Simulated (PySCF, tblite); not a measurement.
# C3H9AlF3N: geometry, infrared bands and NMR shifts

Wanted: the infrared bands and NMR shifts of C3H9AlF3N (`[NH3+][AlH2-][CH2]C(F)(F)CF`), by calculation.

Programs: tblite 0.8.0 and PySCF 2.14.0, with density-fitted response routines of our own. Each step states its level of theory. These are calculated values for one molecule in the gas phase, unless marked as measured. Atoms count from 0, in the outputs and in this text.

### Step 1. Starting geometry

17 atoms, charge 0, multiplicity 1; geometry from: force field or distance geometry start.

Bonds of the start (Å): N0–Al1 1.94, Al1–C2 1.97, C2–C3 1.54, C3–F4 1.36, C3–F5 1.39, C3–C6 1.52, C6–F7 1.40, N0–H8 1.05, N0–H9 1.03, N0–H10 1.04, Al1–H11 1.60, Al1–H12 1.58, C2–H13 1.11, C2–H14 1.13, C6–H15 1.11, C6–H16 1.10.

### Step 2. Geometry optimisation with GFN2-xTB

Job settings and geometry (Å):

```
{"job": {"kind": "relax", "xc": "GFN2-xTB", "basis": "xTB"}, "charge": 0, "multiplicity": 1}
N      2.815100    -0.110600    -0.046700
Al     1.046800    -0.819400     0.310600
C     -0.111500     0.684600     0.845300
C     -1.402600     0.756500     0.017600
F     -1.119200     0.897300    -1.307000
F     -2.099100     1.887400     0.426500
C     -2.334700    -0.407800     0.304900
F     -2.670000    -0.379500     1.667700
H      2.676200     0.919200    -0.218700
H      3.441700    -0.193600     0.771700
H      3.233000    -0.586300    -0.876700
H      1.072700    -1.997900     1.386300
H      0.530600    -1.382200    -1.074500
H     -0.333900     0.710000     1.932300
H      0.423300     1.648400     0.614100
H     -3.292700    -0.224400    -0.218500
H     -1.882700    -1.389700     0.104800
```

On the command line:

```
$ OMP_NUM_THREADS=1 python probes_run.py task.json out
```

The driver reads the jobs from task.json and runs them one after another.

**Question.** This job is followed by: GFN2-xTB harmonic vibrations, gas phase; GIAO PBE0/pcSseg-1 NMR shielding, non-relativistic, gas phase. Predict these results of the whole session: strongest single infrared mode (GFN2-xTB); zero-point energy (GFN2-xTB); ¹³C shifts against TMS (PBE0/pcSseg-1); ¹H shifts against TMS (PBE0/pcSseg-1, means over atoms taken as alike); ¹⁵N shifts against NH3 (PBE0/pcSseg-1); ²⁷Al shifts against AlH4- (PBE0/pcSseg-1); ¹⁹F shifts against CFCl3 (PBE0/pcSseg-1, means over atoms taken as alike).

The runs gave:

```
                                                                 quantity                       value
                                strongest single infrared mode (GFN2-xTB)        725 cm⁻¹, 659 km/mol
                                             zero-point energy (GFN2-xTB)               72.6 kcal/mol
                                   ¹³C shifts against TMS (PBE0/pcSseg-1)       135.0, 93.4, 20.4 ppm
   ¹H shifts against TMS (PBE0/pcSseg-1, means over atoms taken as alike)  4.86, 3.80, 1.92, 0.89 ppm
                                   ¹⁵N shifts against NH3 (PBE0/pcSseg-1)                    41.8 ppm
                                ²⁷Al shifts against AlH4- (PBE0/pcSseg-1)                    33.5 ppm
¹⁹F shifts against CFCl3 (PBE0/pcSseg-1, means over atoms taken as alike)          -107.7, -234.1 ppm
```

The optimisation took 212 steps and gained 0.904 eV; among the close pairs (by a distance rule), Al1–F7 changed most, from 3.981 to 2.096 Å. No mode is imaginary among the 45: a minimum at this level. The strongest single mode, at 725 cm⁻¹, moves mainly H12 and H11. Unscaled tight-binding wavenumbers are off by several per cent, some by more. Its intensities can rank the bands wrongly. The most deshielded hydrogen is H15, H16 (mean) (hydrogen on an sp3 CH2 bonded to F), at 4.86 ppm: its carbon carries F, an electronegative neighbour. At PBE0/pcSseg-1: The largest span, 173 ppm, is at F4, F5, where the paramagnetic term is -196 ppm.
